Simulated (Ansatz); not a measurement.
# K+ with SiH4: superposition error and deformation, part 2 of 2

Ansatz 0.2.0, Gaussian basis. Earlier steps stand in the parts before.

**12. wB97X-V/def2-TZVPPD**

free-b/in.yaml

```yaml
crystal:
  periodic: [false, false, false]
  atoms:
    - {symbol: Si, position_ang: [-0.055128, 0.003124, 0.720894]}
    - {symbol: H, position_ang: [-1.461338, -0.254973, 1.121350]}
    - {symbol: H, position_ang: [0.821762, -1.054701, 1.283458]}
    - {symbol: H, position_ang: [0.371924, 1.327330, 1.239077]}
    - {symbol: H, position_ang: [0.047140, -0.005160, -0.760293]}
basis:
  gaussian: {orbitals: "def2-TZVPPD.json"}
hamiltonian: {xc: {name: wB97X-V}}
```

Started as:

```sh
$ ansatz run in.yaml --threads 2 --pin off --events-out ev --progress --plain --max-ram 5222MiB
```

The program printed, shortened:

```text
Functional definition: wB97X-V
  name "wB97X-V"
  cite "Mardirossian & Head-Gordon, Phys. Chem. Chem. Phys. 16, 9904 (2014) doi:10.1039/C3CP54374A"
  cite "Becke, J. Chem. Phys. 107, 8554 (1997) doi:10.1063/1.475007"
  cite "Vydrov & Van Voorhis, J. Chem. Phys. 133, 244103 (2010) doi:10.1063/1.3521275"
[...]
      + integral(e_c_pw_opposite_spin*poly(b97_u_opposite, cos0, cos1)) + vv10(b, c)
551 factors; their error is unknown
174 factors; integrals over basis functions are off by at most 1.3e-5 eV
[...]
mean field -7941.38369889 eV, -291.8404680710 hartree, gradient 4.7e-6 eV, S^2 0.000000; 0 other end points of the search recorded, 0 dependent functions left out
reference -7941.38369716 eV, -291.8404680076 hartree; 9, 9 occupied and 107, 107 virtual orbitals, 551 factors
Total energy: -7941.38369716 eV, -291.8404680076 hartree
```

Wall time 2.3 s (2 threads of Arm Neoverse V1, shared host).

**13. wB97M-V/def2-TZVPPD**

Edit free-b/in.yaml of step 12 so:

```diff
@@ -10,2 +10,2 @@
   gaussian: {orbitals: "def2-TZVPPD.json"}
-hamiltonian: {xc: {name: wB97X-V}}
+hamiltonian: {xc: {name: wB97M-V}}
```

Started as:

```sh
$ ansatz run in.yaml --threads 2 --pin off --events-out ev --progress --plain --max-ram 5222MiB
```

The program printed, shortened:

```text
[... 5 set-up lines as earlier in the session ...]
  # Of w^i u^j: cxij and so on, Table III.
[...]
  gx(w, u) = 1 - cx + cx01*u + cx10*w
  gss(w, u) = css00 + css04*u^4 + css10*w + css20*w^2 + css43*w^4*u^3
  gos(w, u) = cos00 + cos10*w + (cos20 + cos21*u)*w^2 + (cos60 + cos61*u)*w^6
[...]
      + integral(e_c_pw_mod_opposite_spin*gos(b97_w_opposite, b97_u_opposite)) + vv10(b, c)
546 factors; their error is unknown
174 factors; integrals over basis functions are off by at most 1.3e-5 eV
[...]
mean field -7941.54620369 eV, -291.8464400124 hartree, gradient 5.8e-6 eV, S^2 0.000000; 0 other end points of the search recorded, 0 dependent functions left out
reference -7941.54624649 eV, -291.8464415851 hartree; 9, 9 occupied and 107, 107 virtual orbitals, 546 factors
Total energy: -7941.54624649 eV, -291.8464415851 hartree
```

It took 2.2 s on 2 threads of Arm Neoverse V1, shared host.

**14. B2PLYP/def2-TZVPPD**

Edit free-b/in.yaml of step 13 so:

```diff
@@ -10,2 +10,2 @@
   gaussian: {orbitals: "def2-TZVPPD.json"}
-hamiltonian: {xc: {name: wB97M-V}}
+hamiltonian: {xc: {name: B2PLYP}}
```

Started as:

```sh
$ ansatz run in.yaml --threads 2 --pin off --events-out ev --progress --plain --max-ram 5222MiB
```

The program printed, shortened:

```text
[... 5 set-up lines as earlier in the session ...]
[...]
630 factors; integrals over basis functions are off by at most 7.5e-4 eV
[...]
mean field -7937.90009246 eV, -291.7124478959 hartree, gradient 2.7e-6 eV, S^2 0.000000; 0 other end points of the search recorded, 0 dependent functions left out
5 core orbitals not correlated: weight in the atoms' cores, before any rotation towards them, 1.000 or more for the frozen orbitals, at most 0.000 for the correlated occupied ones
reference -7937.90022870 eV, -291.7124529027 hartree; 4, 4 occupied and 107, 107 virtual orbitals, 630 factors
second order -4.79971519 eV of doubles, -0.00000000 eV of singles
Total energy: -7939.19615180 eV, -291.7600771982 hartree
```

Wall time 1.1 s (2 threads of Arm Neoverse V1, shared host).

**15. BLYP-D4/def2-TZVPPD**

Edit free-b/in.yaml of step 14 so:

```diff
@@ -10,2 +10,2 @@
   gaussian: {orbitals: "def2-TZVPPD.json"}
-hamiltonian: {xc: {name: B2PLYP}}
+hamiltonian: {xc: {name: BLYP}, dispersion: d4}
```

Started as:

```sh
$ ansatz run in.yaml --threads 2 --pin off --events-out ev --progress --plain --max-ram 5222MiB
```

The program printed, shortened:

```text
Functional definition: BLYP
  name "BLYP"
[... 2 set-up lines as earlier in the session ...]
  parameter beta = 0.0042
  parameter a = 0.04918
  parameter b = 0.132
  parameter c = 0.2533
  parameter d = 0.349
  exchange = b88_x(beta = beta)
  correlation = lyp_c(a = a, b = b, c = c, d = d)
541 factors; their error is unknown
mean field evaluation 1: about -7941.3311 eV, gradient 1.6e1 eV
mean field evaluation 2: about -7942.0292 eV, gradient 9.0e0 eV
mean field evaluation 4: about -7942.3418 eV, gradient 1.4e-1 eV
mean field evaluation 8: about -7942.3271 eV, gradient 2.9e-1 eV
mean field -7942.32723052 eV, -291.8751422188 hartree, gradient 4.8e-5 eV, S^2 0.000000; 0 other end points of the search recorded, 0 dependent functions left out
reference -7942.32751505 eV, -291.8751526751 hartree; 9, 9 occupied and 107, 107 virtual orbitals, 541 factors
Total energy: -7942.42592985 eV, -291.8787693522 hartree
```

Wall time 0.75 s (2 threads of Arm Neoverse V1, shared host).

**16. revPBE-D4/def2-TZVPPD**

Edit free-b/in.yaml of step 15 so:

```diff
@@ -10,2 +10,2 @@
   gaussian: {orbitals: "def2-TZVPPD.json"}
-hamiltonian: {xc: {name: BLYP}, dispersion: d4}
+hamiltonian: {xc: {name: revPBE}, dispersion: d4}
```

Started as:

```sh
$ ansatz run in.yaml --threads 2 --pin off --events-out ev --progress --plain --max-ram 5222MiB
```

The program printed, shortened:

```text
Functional definition: revPBE
  name "revPBE"
  cite "Zhang & Yang, Phys. Rev. Lett. 80, 890 (1998) doi:10.1103/PhysRevLett.80.890"
[... 1 set-up line as earlier in the session ...]
  parameter kappa = 1.245
[... 3 set-up lines as earlier in the session ...]
541 factors; their error is unknown
mean field evaluation 1: about -7940.1965 eV, gradient 1.4e1 eV
mean field evaluation 2: about -7940.7853 eV, gradient 7.2e0 eV
mean field evaluation 4: about -7940.9903 eV, gradient 1.3e-1 eV
mean field evaluation 8: about -7940.9762 eV, gradient 2.7e-1 eV
mean field -7940.97630908 eV, -291.8254967718 hartree, gradient 4.8e-5 eV, S^2 0.000000; 0 other end points of the search recorded, 0 dependent functions left out
reference -7940.97635263 eV, -291.8254983721 hartree; 9, 9 occupied and 107, 107 virtual orbitals, 541 factors
Total energy: -7941.13073136 eV, -291.8311716857 hartree
```

Run time: 0.6 s. Hardware: 2 threads of Arm Neoverse V1, shared host.

**17. B97M-V/def2-TZVPPD**

Edit free-b/in.yaml of step 16 so:

```diff
@@ -10,2 +10,2 @@
   gaussian: {orbitals: "def2-TZVPPD.json"}
-hamiltonian: {xc: {name: revPBE}, dispersion: d4}
+hamiltonian: {xc: {name: B97M-V}}
```

Started as:

```sh
$ ansatz run in.yaml --threads 2 --pin off --events-out ev --progress --plain --max-ram 5222MiB
```

The program printed, shortened:

```text
[... 5 set-up lines as earlier in the session ...]
  # Of w^i u^j: cxij and so on, Table III.
[...]
  gx(w, u) = cx00 + cx01*u + cx02*u^2 + (cx10 + cx11*u)*w
  gss(w, u) = css00 + css02*u^2 + css10*w + (css32*w^3 + css42*w^4)*u^2
  gos(w, u) = cos00 + cos01*u + cos03*u^3 + cos10*w + cos32*w^3*u^2
[...]
      + integral(e_c_pw_mod_opposite_spin*gos(b97_w_opposite, b97_u_opposite)) + vv10(b, c)
541 factors; their error is unknown
[...]
mean field -7940.58747078 eV, -291.8112072277 hartree, gradient 2.6e-5 eV, S^2 0.000000; 0 other end points of the search recorded, 0 dependent functions left out
reference -7940.58752234 eV, -291.8112091226 hartree; 9, 9 occupied and 107, 107 virtual orbitals, 541 factors
Total energy: -7940.58752234 eV, -291.8112091226 hartree
```

Run time: 2.4 s. Hardware: 2 threads of Arm Neoverse V1, shared host.

**18. HSE06-D4/def2-TZVPPD**

Edit free-b/in.yaml of step 17 so:

```diff
@@ -10,2 +10,2 @@
   gaussian: {orbitals: "def2-TZVPPD.json"}
-hamiltonian: {xc: {name: B97M-V}}
+hamiltonian: {xc: hse06, dispersion: d4}
```

Started as:

```sh
$ ansatz run in.yaml --threads 2 --pin off --events-out ev --progress --plain --max-ram 5222MiB
```

The program printed, shortened:

```text
Functional definition: HSE06
  name "HSE06"
  cite "Heyd, Scuseria & Ernzerhof, J. Chem. Phys. 118, 8207 (2003) doi:10.1063/1.1564060"
  cite "Krukau, Vydrov, Izmaylov & Scuseria, J. Chem. Phys. 125, 224106 (2006) doi:10.1063/1.2404663"
  cite "Heyd & Scuseria, J. Chem. Phys. 120, 7274 (2004) doi:10.1063/1.1668634"
  cite "Ernzerhof & Perdew, J. Chem. Phys. 109, 3313 (1998) doi:10.1063/1.476928"
[... 2 set-up lines as earlier in the session ...]
[...]
  # The whole range is PBE's own exchange, as in plane waves. The composition of these papers is wPBEh.
[...]
558 factors; their error is unknown
66 factors; integrals over basis functions are off by at most 3.0e-6 eV
[...]
mean field -7938.90201933 eV, -291.7492680293 hartree, gradient 7.3e-5 eV, S^2 0.000000; 0 other end points of the search recorded, 0 dependent functions left out
reference -7938.90205389 eV, -291.7492692994 hartree; 9, 9 occupied and 107, 107 virtual orbitals, 558 factors
Total energy: -7938.93377348 eV, -291.7504349728 hartree
```

Run time: 0.8 s. Hardware: 2 threads of Arm Neoverse V1, shared host.

**19. CCSD(T)/def2-TZVPPD**

Edit free-b/in.yaml of step 18 so:

```diff
@@ -10,2 +10,2 @@
   gaussian: {orbitals: "def2-TZVPPD.json"}
-hamiltonian: {xc: hse06, dispersion: d4}
+correlation: {method: ccsd_t}
```

Started as:

```sh
$ ansatz run in.yaml --threads 2 --pin off --events-out ev --progress --plain --max-ram 5222MiB
```

The program printed, shortened:

```text
[... 4 set-up lines as earlier in the session ...]
[...]
630 factors; integrals over basis functions are off by at most 7.5e-4 eV
[...]
mean field -7925.54766411 eV, -291.2585045269 hartree, gradient 5.7e-7 eV, S^2 0.000000; 0 other end points of the search recorded, 0 dependent functions left out
5 core orbitals not correlated: weight in the atoms' cores, before any rotation towards them, 1.000 or more for the frozen orbitals, at most 0.000 for the correlated occupied ones
reference -7925.54766411 eV, -291.2585045269 hartree; 4, 4 occupied and 107, 107 virtual orbitals, 630 factors
second order -3.92028976 eV of doubles, -0.00000000 eV of singles
cycle   1  -4.50943916 eV  change   -5.9e-1 eV  update   5.5e-2
[...]
cycle   8  -4.73149845 eV  change   -3.6e-6 eV  update   5.2e-6
perturbative correction -0.10620897 eV, -0.0039031075 hartree
Total energy: -7930.38537152 eV, -291.4362869952 hartree
```

It took 1.2 s on 2 threads of Arm Neoverse V1, shared host.

**20. The split**

```csv
method,interaction with counterpoise (kcal/mol),without,superposition error,deformation,binding energy
PBE-D4,-6.67,-6.78,0.11,0.51,-6.16
revPBE-D4,-7.41,-7.51,0.10,0.51,-6.90
BLYP-D4,-7.90,-8.04,0.14,0.54,-7.36
r2SCAN-D4,-5.13,-5.21,0.08,0.56,-4.57
B97M-V,-5.47,-5.53,0.06,0.56,-4.92
PBE0-D4,-6.35,-6.44,0.08,0.56,-5.80
B3LYP-D4,-7.47,-7.57,0.11,0.58,-6.89
HSE06-D4,-6.36,-6.44,0.08,0.56,-5.80
wB97X-V,-5.07,-5.16,0.09,0.59,-4.48
wB97M-V,-5.18,-5.26,0.08,0.58,-4.60
B2PLYP,-4.94,-5.11,0.17,0.60,-4.34
Hartree-Fock,-4.52,-4.57,0.04,0.69,-3.84
MP2,-4.94,-5.32,0.38,0.62,-4.32
CCSD,-4.84,-5.24,0.40,0.60,-4.24
CCSD(T),-4.87,-5.28,0.41,0.59,-4.28
```

**21. What came out**

What follows sums up all 2 parts.

```
            quantity           value
interaction, CCSD(T)  -4.87 kcal/mol
 superposition error   0.41 kcal/mol
         deformation   0.59 kcal/mol
      binding energy  -4.28 kcal/mol
```

In this basis the superposition error is 0.41 kcal/mol for CCSD(T) and 0.09 kcal/mol on average for the plain functionals: correlated methods borrow far more, since they need many more functions to converge. Deformation takes back 12 % of the interaction.
